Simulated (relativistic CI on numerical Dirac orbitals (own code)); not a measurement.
**Hg³⁺: one ion under different settings**

Aim: see what numerical and physical settings do to the SCF, the total energy and the lowest levels of Hg³⁺.

Method: Dirac-Coulomb-Breit CI, KLI orbitals optimised for each configuration, model QED (radiative potential, 1s self-energy scaled to tabulated hydrogen-like ionisation energies), numerical settings as typed. Code: relativistic CI on numerical Dirac orbitals (own code) version 3.

## 1. What is computed

```
ion            : Hg³⁺ (Hg IV)
nuclear charge : 80
electrons      : 77
isotope        : A = 202
```

## 2. The usual input

Settings of the run:

```ini
atom Hg  Z=80  charge=3  electrons=77
nucleus A=202  rms_radius_fm=5.4648
hamiltonian dirac-coulomb  breit=on  qed=on  c_scale=1
orbitals kli  potential=per-configuration
slater_scale 1
correlation none
mixing on
grid step=0.0125 r_max=50.3
scf mixing=0.4 start=green max_iterations=150 tolerance=2e-08 node_fill=0.05
configurations
  [Xe] 4f14 5d9
end
```

Command:

```
> python run_levels.py task.json out
```

task.json lists these runs, among others, and the program works through them in turn.

## 3. Iteration limit 30

Settings: those of step 2 with these lines changed.

```diff
@@ -8,3 +8,3 @@
 grid step=0.0125 r_max=50.3
-scf mixing=0.4 start=green max_iterations=150 tolerance=2e-08 node_fill=0.05
+scf mixing=0.4 start=green max_iterations=30 tolerance=2e-08 node_fill=0.05
 configurations
```

## 4. Node fill 0.01

Settings: those of step 3 with these lines changed.

```diff
@@ -8,3 +8,3 @@
 grid step=0.0125 r_max=50.3
-scf mixing=0.4 start=green max_iterations=30 tolerance=2e-08 node_fill=0.05
+scf mixing=0.4 start=green max_iterations=150 tolerance=2e-08 node_fill=0.01
 configurations
```

## 5. End of the grid 25.15

Settings: those of step 4 with these lines changed.

```diff
@@ -7,4 +7,4 @@
 mixing on
-grid step=0.0125 r_max=50.3
-scf mixing=0.4 start=green max_iterations=150 tolerance=2e-08 node_fill=0.01
+grid step=0.0125 r_max=25.15
+scf mixing=0.4 start=green max_iterations=150 tolerance=2e-08 node_fill=0.05
 configurations
```

## 6. Slater scale -1

Settings of the run:

```ini
atom Hg  Z=80  charge=3  electrons=77
nucleus A=202  rms_radius_fm=5.4648
hamiltonian dirac-coulomb  breit=on  qed=on  c_scale=1
orbitals kli  potential=per-configuration
slater_scale -1
correlation none
mixing on
grid step=0.0125 r_max=50.3
scf mixing=0.4 start=green max_iterations=73 tolerance=2e-08 node_fill=0.05
configurations
  [Xe] 4f14 5d9
end
```

(Steps that only read results are left out.)

What does the calculation give? Wanted: lowest level, usual settings; total energy; first excitation.

**Answer**, as computed:

| setting | total energy less usual (Ha) | largest shift of a level among the lowest eight of both runs, same label and place (cm⁻¹) | SCF iterations | time | lowest level | kind of change |
| --- | --- | --- | --- | --- | --- | --- |
| usual | 0 | 0 | 12 | 0.18 s | 5d9 2D5/2 | - |
| iteration limit 30 | 0 | 0 | 12 | 0.18 s | 5d9 2D5/2 | numerical |
| node fill 0.01 | 0.0082 | 122 | 12 | 0.18 s | 5d9 2D5/2 | numerical |
| end of the grid 25.15 | 0 | 0 | 12 | 0.18 s | 5d9 2D5/2 | numerical |
| Slater scale -1 | 0.00202 | 1110 | 12 | 0.18 s | 5d9 2D5/2 | unsound |

| quantity | value |
| --- | --- |
| lowest level, usual settings | 5d9 2D5/2 |
| total energy | -19608.4859 Ha |
| first excitation | 15015.0 cm⁻¹ |

What this shows: Among the runs whose levels can be followed, they move most under «Slater scale -1» (unsound), by up to 1110 cm⁻¹. No visible change in the result comes from «iteration limit 30» or «end of the grid 25.15». Only the listed configurations are in the model. In a near-neutral ion this small CI can misplace whole configurations by 10,000 cm⁻¹ or more, above all where the count of f electrons changes.
